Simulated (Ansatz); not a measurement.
# CH4BrInO2: a ladder of functionals and wavefunction methods

The task here is to estimate one member of a computed series from the others.

Computed with Ansatz 0.2.0, Gaussian basis. Level: functionals in def2-TZVPP, the program's frozen cores in correlated methods.

The runs, in order: PBE-D4, r2SCAN-D4, PBE0-D4, B3LYP-D4, ωB97X-V, ωB97M-V, B2PLYP; CCSD(T)/def2-TZVPP; MP2/def2-QZVPP; extrapolation to the limit.

### The geometry

An earlier PBE0-D4 in a triple-zeta def2 set relaxation fixed the geometry. In takes the def2 core potential; no spin-orbit term is included.

SMILES `C[O][In]([OH])[Br]`, 9 atoms, charge 0, spin multiplicity 1.

Atoms are counted from 1 here; the program's logs count them from 0.

Bond lengths: C1–O2 1.408 Å, C1–H6 1.096 Å, C1–H7 1.096 Å, C1–H8 1.097 Å, O2–In3 1.967 Å, In3–O4 1.964 Å, In3–Br5 2.442 Å, O4–H9 0.962 Å. Angles: O2–C1–H6 109.3°, O2–C1–H7 110.0°, O2–C1–H8 113.8°, H6–C1–H7 108.1°, H6–C1–H8 107.7°, H7–C1–H8 107.7°, C1–O2–In3 123.2°, O2–In3–O4 118.6°, O2–In3–Br5 119.4°, O4–In3–Br5 122.0°, In3–O4–H9 111.3°.

The first run:

in.yaml

```yaml
crystal:
  periodic: [false, false, false]
  atoms:
    - {symbol: C, position_ang: [0.722245, -1.501297, -0.274437]}
    - {symbol: O, position_ang: [0.128132, -0.319412, -0.757015]}
    - {symbol: In, position_ang: [-0.519962, 1.118607, 0.418198]}
    - {symbol: O, position_ang: [-1.369704, 2.689493, -0.398521]}
    - {symbol: Br, position_ang: [-0.231115, 0.912345, 2.834073]}
    - {symbol: H, position_ang: [1.681614, -1.657120, -0.779988]}
    - {symbol: H, position_ang: [0.078559, -2.361319, -0.492177]}
    - {symbol: H, position_ang: [0.912245, -1.491359, 0.806242]}
    - {symbol: H, position_ang: [-1.402004, 2.610072, -1.356374]}
basis:
  gaussian: {orbitals: def2-TZVPP}
hamiltonian: {xc: pbe, dispersion: d4}
output: {forces: true, orbitals: {seedname: orbitals}}
```

On the command line:

```bash
ansatz run in.yaml --threads 2 --pin off --events-out ev --progress --plain --max-ram 22528MiB --backend cpu
```

Steps of the session up to this table: PBE-D4 (GGA); r2SCAN-D4 (meta-GGA); PBE0-D4 (hybrid); B3LYP-D4 (hybrid); ωB97X-V (range-separated); ωB97M-V (range-separated); B2PLYP (double hybrid); CCSD(T) in def2-TZVPP; MP2 in def2-QZVPP.

One of the session's tables, all rows but one given; the rest of the session is left out.

| method | atomisation energy (kcal/mol) |
| --- | --- |
| PBE-D4 | ? |
| r2SCAN-D4 | 719.6 |
| PBE0-D4 | 711.3 |
| B3LYP-D4 | 708.3 |
| ωB97X-V | 718.8 |
| ωB97M-V | 716.1 |
| B2PLYP | 705.6 |
| HF/def2-TZVPP | 487.6 |
| MP2/def2-TZVPP | 718.1 |
| CCSD/def2-TZVPP | 684.6 |
| CCSD(T)/def2-TZVPP | 699.3 |
| MP2/CBS | 743.8 |
| CCSD(T)/CBS | 725.0 |

Q: Estimate the row for PBE-D4 from the others.

As computed: atomisation energy (kcal/mol): 731.9. In the column «atomisation energy (kcal/mol)» it lies between CCSD(T)/CBS (725.0) and MP2/CBS (743.8).

Caveats from the session: Free atoms (1 C, 2 O, 1 In, 1 Br, 4 H) were run apart at each level; the atomisation energy is their sum less the molecule, without zero-point or spin-orbit terms.
